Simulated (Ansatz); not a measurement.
**CH₃ClSiTe: a ladder of functionals and wavefunction methods**

One table from this session's results is given with a row withheld; the runs are named, their logs left out.

Computed with Ansatz 0.2.0, Gaussian basis. Level: functionals in def2-TZVPP, the program's frozen cores in correlated methods.

The runs, in order: LDA (SPW92), PBE-D4, revPBE-D4, BLYP-D4, r2SCAN-D4, B97M-V, PBE0-D4, B3LYP-D4, r2SCANh-D4, r2SCAN0-D4, HSE06-D4, BHLYP-D4, CAM-B3LYP-D4, LC-ωPBE, ωB97X-V, ωB97M-V, B2PLYP, PBE-QIDH; CCSD(T)/def2-SVP; CCSD(T)/def2-TZVPP; MP2/def2-QZVPP; extrapolation to the limit; RPA on PBE.

### The geometry

The geometry comes from an earlier relaxation with PBE0-D4 in a triple-zeta def2 set; it is a stationary point, not always the lowest conformer. Te takes the def2 core potential; no spin-orbit term is included.

SMILES `Cl[SiH]1C[Te]1`, 7 atoms, charge 0, spin multiplicity 1.

Atoms are counted from 1 here; the program's logs count them from 0.

Bond lengths: Cl1–Si2 2.041 Å, Si2–C3 1.830 Å, Si2–Te4 2.415 Å, Si2–H5 1.475 Å, C3–Te4 2.241 Å, C3–H6 1.085 Å, C3–H7 1.085 Å. Angles: Cl1–Si2–C3 117.7°, Cl1–Si2–Te4 121.3°, Cl1–Si2–H5 108.9°, C3–Si2–Te4 62.0°, C3–Si2–H5 120.0°, Te4–Si2–H5 120.5°, Si2–C3–Te4 71.9°, Si2–C3–H6 119.3°, Si2–C3–H7 120.6°, Te4–C3–H6 110.8°, Te4–C3–H7 111.6°, H6–C3–H7 114.1°, Si2–Te4–C3 46.1°.

Set-up of the first run:

Input file in.yaml:

```yaml
crystal:
  periodic: [false, false, false]
  atoms:
    - {symbol: Cl, position_ang: [0.614400, -1.842366, -1.646451]}
    - {symbol: Si, position_ang: [-0.134232, -0.863694, -0.019888]}
    - {symbol: C, position_ang: [-0.042993, 0.963826, -0.010000]}
    - {symbol: Te, position_ang: [1.323310, 0.191465, 1.590230]}
    - {symbol: H, position_ang: [-1.367047, -1.542533, 0.420144]}
    - {symbol: H, position_ang: [0.520154, 1.470968, -0.786344]}
    - {symbol: H, position_ang: [-0.852393, 1.554334, 0.406609]}
basis:
  gaussian: {orbitals: def2-TZVPP}
hamiltonian: {xc: lda}
output: {orbitals: {seedname: orbitals}}
```

Command:

```bash
ansatz run in.yaml --threads 2 --pin off --events-out ev --progress --plain --max-ram 4352MiB
```

Steps of the session up to this table: LDA; PBE-D4 (GGA); revPBE-D4 (GGA); BLYP-D4 (GGA); r2SCAN-D4 (meta-GGA); B97M-V (meta-GGA); PBE0-D4 (hybrid); B3LYP-D4 (hybrid); r2SCANh-D4 (hybrid); r2SCAN0-D4 (hybrid); HSE06-D4 (hybrid); BHLYP-D4 (hybrid); CAM-B3LYP-D4 (range-separated); LC-ωPBE (range-separated); ωB97X-V (range-separated); ωB97M-V (range-separated); B2PLYP (double hybrid); PBE-QIDH (double hybrid).

One of the session's tables, all rows but one given; the rest of the session is left out.

It belongs to the step «Frontier levels by functional». 

```
  functional  HOMO (eV)  LUMO (eV)  gap (eV)
 LDA (SPW92)          ?          ?         ?
      PBE-D4      -5.39      -2.22      3.17
   revPBE-D4      -5.34      -2.15      3.20
     BLYP-D4      -5.20      -2.10      3.10
   r2SCAN-D4      -5.61      -2.06      3.56
      B97M-V      -5.61      -2.04      3.58
     PBE0-D4      -6.41      -1.42      4.99
    B3LYP-D4      -6.17      -1.62      4.55
  r2SCANh-D4      -5.99      -1.76      4.23
  r2SCAN0-D4      -6.55      -1.32      5.23
    HSE06-D4      -6.02      -1.79      4.23
    BHLYP-D4      -7.23      -0.52      6.71
CAM-B3LYP-D4      -7.59      -0.40      7.19
     LC-ωPBE      -8.90       0.67      9.57
     ωB97X-V      -8.58       0.59      9.17
     ωB97M-V      -8.46       0.45      8.91
```

Q: Estimate the row for LDA (SPW92) from the others.

The run gave: HOMO (eV): -5.54; LUMO (eV): -2.41; gap (eV): 3.14. In the column «HOMO (eV)» it lies between B97M-V (-5.61) and PBE-D4 (-5.39).
